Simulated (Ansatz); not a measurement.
Task: harmonic frequencies at the relaxed geometry of CH₆CuNS, SMILES C[S][Cu-][NH3+], with Ansatz 0.2.0, Python API. Give the script and its output. Use (for the species named): CAM-B3LYP, def2-SVP basis, multiplicity 1.

```xyz
10

C     0.2154    1.5113   -0.7360
S     1.6291    0.5190   -0.4820
Cu    1.6506   -1.1962    0.2896
N    -0.4286   -1.5195    0.7654
H    -0.5471    1.0129   -1.4216
H    -0.3161    1.7871    0.2263
H     0.4955    2.5110   -1.2256
H    -0.6830   -2.4284    1.2151
H    -1.0733   -1.4638   -0.0596
H    -0.8593   -0.7845    1.4312
```

`ch6cuns_freq.py`
```python
"""Vibrations of CH6CuNS."""

import itertools

import ansatz
from ase import Atoms
from ase.data import atomic_numbers, covalent_radii
import numpy as np

BASIS_SET = "def2-SVP"
FUNCTIONAL = "cam_b3lyp"


def main() -> None:
    atoms = Atoms(["C", "S", "Cu", "N", "H", "H", "H", "H", "H", "H"], positions=[
        (0.2154, 1.5113, -0.736),
        (1.6291, 0.519, -0.482),
        (1.6506, -1.1962, 0.2896),
        (-0.4286, -1.5195, 0.7654),
        (-0.5471, 1.0129, -1.4216),
        (-0.3161, 1.7871, 0.2263),
        (0.4955, 2.511, -1.2256),
        (-0.683, -2.4284, 1.2151),
        (-1.0733, -1.4638, -0.0596),
        (-0.8593, -0.7845, 1.4312),
    ])
    molecule = ansatz.Crystal.molecule_from_ase(atoms)

    calc = (
        molecule.calculation()
        .basis(gaussian=BASIS_SET)
        .functional(FUNCTIONAL)
    )
    symbols = [site.symbol for site in molecule.cartesian_sites]
    start = np.array([site.position_ang for site in molecule.cartesian_sites], dtype=float)
    summary = calc.relax(force_tolerance=0.003).run().report
    end = np.array(summary["positions_ang"])

    # pairs closer than 1.2 times the sum of covalent radii, before or after
    radius = [covalent_radii[atomic_numbers[s]] for s in symbols]
    span = lambda where, i, j: np.linalg.norm(where[i] - where[j])
    bonded = [(i, j) for i, j in itertools.combinations(range(len(symbols)), 2) if min(span(start, i, j), span(end, i, j)) < 1.2 * (radius[i] + radius[j])]
    print("pair        before    after (A)")
    for i, j in bonded:
        print(f"{symbols[i]}{i}-{symbols[j]}{j}".ljust(10), f"{span(start, i, j):8.4f} {span(end, i, j):8.4f}")
    for first, second in list(itertools.combinations(bonded, 2)):
        shared = set(first) & set(second)
        if shared and symbols[(j := shared.pop())] != "H":
            i, k = sorted((set(first) | set(second)) - {j})
            u, v = end[i] - end[j], end[k] - end[j]
            angle = np.degrees(np.arccos(np.clip(u @ v / np.linalg.norm(u) / np.linalg.norm(v), -1, 1)))
            print(f"final angle {symbols[i]}{i}-{symbols[j]}{j}-{symbols[k]}{k}: {angle:.2f} deg")

    # same settings at the minimum
    minimum = ansatz.Crystal.molecule()
    for symbol, place in zip(symbols, end):
        minimum = minimum.atom(symbol, place.tolist())
    vibrating = minimum.calculation()
    vibrating = vibrating.basis(gaussian=BASIS_SET)
    vibrating = vibrating.functional(FUNCTIONAL)
    vibrating = vibrating.phonons(temperatures=(100, 500, 100))
    vib = vibrating.run().report["vibrations"]
    sums = vib["harmonic_sums"]
    modes = [m["omega_inv_cm"] for m in sums["modes_at_gamma"] if m["rigid_motion"] == "no"]
    print("frequencies (1/cm):", " ".join(f"{w:.0f}" for w in modes))
    print("imaginary modes:", sum(w < 0 for w in modes), " zero-point energy:", round(sums["zero_point_energy_ev"], 4), "eV")
    print("T (K)   F_vib (eV)   S_vib (meV/K)   C_vib (meV/K)")
    for row in zip(sums["temperatures_k"], sums["vibrational_free_energy_ev"], vib["entropy_ev_per_k"], vib["heat_capacity_ev_per_k"]):
        print(f"{row[0]:6.1f} {row[1]:11.4f} {1000 * row[2]:13.4f} {1000 * row[3]:15.4f}")


if __name__ == "__main__":
    main()
```

```console
$ python ch6cuns_freq.py
pair        before    after (A)
C0-S1        1.7458   1.8306
C0-H4        1.1401   1.1001
C0-H5        1.1334   1.1001
C0-H6        1.1479   1.1001
S1-Cu2       1.8809   2.1382
Cu2-N3       2.1573   1.9586
N3-H7        1.0455   1.0223
N3-H8        1.0485   1.0221
N3-H9        1.0812   1.0221
final angle S1-C0-H4: 112.54 deg
final angle S1-C0-H5: 112.54 deg
final angle S1-C0-H6: 108.01 deg
final angle C0-S1-Cu2: 103.09 deg
final angle H4-C0-H5: 108.45 deg
final angle H4-C0-H6: 107.54 deg
final angle H5-C0-H6: 107.54 deg
final angle S1-Cu2-N3: 177.32 deg
final angle Cu2-N3-H7: 111.26 deg
final angle Cu2-N3-H8: 112.18 deg
final angle Cu2-N3-H9: 112.19 deg
final angle H7-N3-H8: 106.91 deg
final angle H7-N3-H9: 106.91 deg
final angle H8-N3-H9: 107.06 deg
RunWarning: phonons: 3 modes above zero are rigid motions of the cell's bodies and no vibrations: the zero-point energy, free energy, entropy and heat capacity leave them out. With what each would have added to F at 500 K, by the weight of its row in the mesh: 0.05 cm⁻¹ (-0.379 eV; rigid weight 1.000, of which [...]
RunWarning: phonons: modes at or below zero, which the zero-point energy, F, S and C_V leave out: 1, the lowest at -5.19 cm⁻¹. A minimum has none, and a first-order saddle one
frequencies (1/cm): -5 90 107 133 181 357 465 580 584 730 947 967 1201 1342 1466 1469 1630 1630 3045 3132 3138 3482 3587 3588
imaginary modes: 1  zero-point energy: 2.0986 eV
T (K)   F_vib (eV)   S_vib (meV/K)   C_vib (meV/K)
 100.0      2.0917        0.1981          0.2819
 200.0      2.0586        0.4557          0.4782
 300.0      2.0015        0.6828          0.6506
 400.0      1.9227        0.8914          0.8034
 500.0      1.8237        1.0852          0.9348
```
(Warnings from the package without file and line, shortened.)

The frequencies are harmonic and unscaled, in a modest basis. The result belongs to the one conformer reached from this start, and soft torsions count as harmonic oscillators. Finished in 4.2 min on 1 thread of Intel(R) Xeon(R) 6975P-C (Granite Rapids), on a shared host, peak memory 0.39 GiB.

(A comment or docstring line of the script was reworded after the run, the code is as it ran; lines on the test bed's own set-up are left out of the output.)
